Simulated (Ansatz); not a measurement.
# AlFH₃OSi radical: basis-set convergence

How large a basis does AlFH₃OSi radical need? Two functionals are run in growing sets.

Method: one geometry, several basis sets; program: Ansatz 0.2.0, Gaussian basis.

The runs, in order: PBE0-D4/def2-SVP; ωB97M-V/def2-SVP; PBE0-D4/def2-QZVPP; ωB97M-V/def2-QZVPP; the functionals' def2-TZVPP values are taken from earlier runs.

### Step 1. Structure used throughout

An earlier PBE0-D4 in a triple-zeta def2 set relaxation fixed the geometry.

SMILES `[F][Al][O][SiH3]`, 7 atoms, charge 0, spin multiplicity 2.

Atoms are counted from 1 here; the program's logs count them from 0.

Bond lengths: F1–Al2 1.651 Å, Al2–O3 1.676 Å, O3–Si4 1.630 Å, Si4–H5 1.487 Å, Si4–H6 1.486 Å, Si4–H7 1.486 Å. Angles: F1–Al2–O3 120.1°, Al2–O3–Si4 175.4°, O3–Si4–H5 110.1°, O3–Si4–H6 109.7°, O3–Si4–H7 109.9°, H5–Si4–H6 108.9°, H5–Si4–H7 109.0°, H6–Si4–H7 109.2°.

### Step 2. PBE0-D4 in def2-SVP

in.yaml

```yaml
crystal:
  periodic: [false, false, false]
  atoms:
    - {symbol: F, position_ang: [0.517817, -2.976024, 1.402842]}
    - {symbol: Al, position_ang: [-0.540554, -2.112020, 0.475728]}
    - {symbol: O, position_ang: [-0.204650, -0.519245, 0.077866]}
    - {symbol: Si, position_ang: [0.020510, 1.024909, -0.391391]}
    - {symbol: H, position_ang: [-0.686661, 1.276249, -1.674842]}
    - {symbol: H, position_ang: [-0.515380, 1.947202, 0.643295]}
    - {symbol: H, position_ang: [1.470218, 1.290830, -0.579099]}
basis:
  gaussian: {orbitals: def2-SVP}
magnetization: {spin_polarized: true, initial_magnetization: 1}
hamiltonian: {xc: pbe0, dispersion: d4}
output: {orbitals: {seedname: orbitals}}
```

Further steps of the session: ωB97M-V in def2-SVP; PBE0-D4 in def2-QZVPP; ωB97M-V in def2-QZVPP.

Before running them: what should the planned runs give, taken together? Wanted: PBE0-D4: double and triple zeta above quadruple; ωB97M-V: double and triple zeta above quadruple.

As calculated:

```
                                       quantity           value
PBE0-D4: double and triple zeta above quadruple  12.17, 0.79 eV
ωB97M-V: double and triple zeta above quadruple  12.23, 0.74 eV
```

For PBE0-D4 the step from double to triple zeta gains 11.38 eV and the next only 0.79 eV. Total energies overstate the basis error of differences, where much of it tends to cancel.
